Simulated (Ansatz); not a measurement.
What does this script print? It uses the Python package of Ansatz (0.2.0).

The script, `run_robust.py`:
```python
# -*- coding: utf-8 -*-
"""Refuse a result for Ba3SnS4 that has doubts or was not closed by its thresholds."""

import warnings

import ansatz as az
import numpy as np


def main():
    vectors = np.array([
        [6.332577, 0.0, 0.0],
        [0.0, 6.332577, 0.0],
        [0.0, 0.0, 6.332577],
    ])
    xtal = (
        az.Lattice.of(vectors)
        .atom("Ba", (0.0, 0.0, 0.5))
        .atom("Ba", (0.0, 0.5, 0.0))
        .atom("Ba", (0.5, 0.0, 0.0))
        .atom("Sn", (0.5, 0.5, 0.5))
        .atom("S", (0.0, 0.0, 0.0))
        .atom("S", (0.5, 0.5, 0.0))
        .atom("S", (0.5, 0.0, 0.5))
        .atom("S", (0.0, 0.5, 0.5))
    )

    base = (
        xtal.calculation()
        .functional(az.Functional.PBESOL)
        .basis(31 * az.Ry)
        .kpoints(spacing=0.44)
        .occupations("fixed")
        .scf(tolerance=1e-08)
    )

    with warnings.catch_warnings(record=True) as caught:
        warnings.simplefilter("always")
        result = base.forces().stress().run(threads=1)
    for item in caught:
        if issubclass(item.category, (az.RunWarning, az.DeckWarning)):
            print(item.category.__name__, "-", str(item.message)[:120])
    report = result.report
    doubts = report["published_state_doubts"]
    if doubts or report.get("closed_by") != "deck_thresholds":
        print("rejected:", doubts, report.get("closed_by"))
    else:
        print(f"accepted: F = {report['free_energy_ev']:.5f} eV")


if __name__ == "__main__":
    main()
```

```console
$ python run_robust.py
DeckWarning - output.stress: scf.convergence.dr2_threshold = 1e-8 eV is looser than the 8e-10 eV advised for a printed stress (1e-10 e
accepted: F = -27090.65748 eV
```

Absolute energies stand on the zero of these potentials, so only differences at equal settings mean something. A total without «per atom» is that of the cell as typed. This cell is a computed structure, which may not be the phase found in nature. Finished in 1.5 s on 1 thread of AMD EPYC 9R45 96-Core Processor (Zen 5), with other jobs on the host, peak memory 0.57 GiB.
